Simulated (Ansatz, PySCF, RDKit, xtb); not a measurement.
# Isomers of BSi3NH10, a sample narrowed down

Which of a sample of isomers of BSi3NH10 is the most stable in the gas at 298.15 K, and what are its properties? The sample is small against all isomers, and the most stable one of this formula need not be in it.

Plan: many cheap relaxations first (GFN2-xTB), then density-functional screening, relaxation at r2SCAN-D4/def2-SVP, vibrations (at GFN2-xTB) and a final energy. The numbers are computed, not measured.

## 1. Drawing up candidates

Isomers were taken from a list of plausible structures; this is a sample, not all of them. That gives 5 candidates.

| label | SMILES | spin |
| --- | --- | --- |
| c114 | NB[SiH]([SiH3])[SiH3] | singlet |
| c351 | BN[SiH2][SiH2][SiH3] | singlet |
| c378 | [SiH3]NB[SiH2][SiH3] | singlet |
| c688 | [SiH3]BN([SiH3])[SiH3] | singlet |
| c761 | N[SiH2][SiH2]B[SiH3] | singlet |

Candidates are built by distance geometry, with a force field where one applies, in up to four conformers (letters a to d).

Q: Predict the outcome of this search (final energies at CCSD(T)/def2-SVP + MP2/def2-TZVPP - MP2/def2-SVP).

| quantity | value |
| --- | --- |
| lowest structure found | [SiH3]BN([SiH3])[SiH3], singlet |
| next finalist | BN[SiH2][SiH2][SiH3], singlet, 4.3 kcal/mol higher in G |
| share at equilibrium, among the finalists | 99.9 % |
| dipole moment (PBE0/def2-SVPD) | 1.48 D |
| HOMO energy (PBE0/def2-SVPD) | -7.77 eV |
| LUMO energy (PBE0/def2-SVPD) | -1.21 eV |
| HOMO–LUMO gap (PBE0/def2-SVPD) | 6.56 eV |
| lowest excitation (TD-PBE0/def2-SVPD) | 4.99 eV (f = 0.003) |
| strongest of the states computed, same level | 6.25 eV (f = 0.084) |
| lowest triplet excitation, same level, Tamm-Dancoff | 4.22 eV |
| vertical ionisation energy | 9.62 eV |
| vertical electron affinity | -0.32 eV (unbound: the value depends on the basis) |
| vertical triplet less singlet | +4.27 eV |

`[SiH3]BN([SiH3])[SiH3]` comes out lowest. Among the finalists first place is clear (4.3 kcal/mol); structures outside the list aren't covered. GFN2-xTB, HF/def2-SVP and MP2/def2-SVP already put its bonding pattern lowest among the structures in one piece; HF/STO-3G, r2SCAN-D4/def2-SVP and r2SCAN-D4/def2-SVP, relaxed favour the singlet BN[SiH2][SiH2][SiH3]. It still has an imaginary mode, so it is no strict minimum; a nearby shape lies a little lower. 3 minima inside the window were never screened. The search is not exhaustive (a finite list of starts, one conformer a finalist), so a lower isomer can't be ruled out. Only 5 drawn patterns were tried, so whole families of isomers are missing, and the result ranks this sample alone.
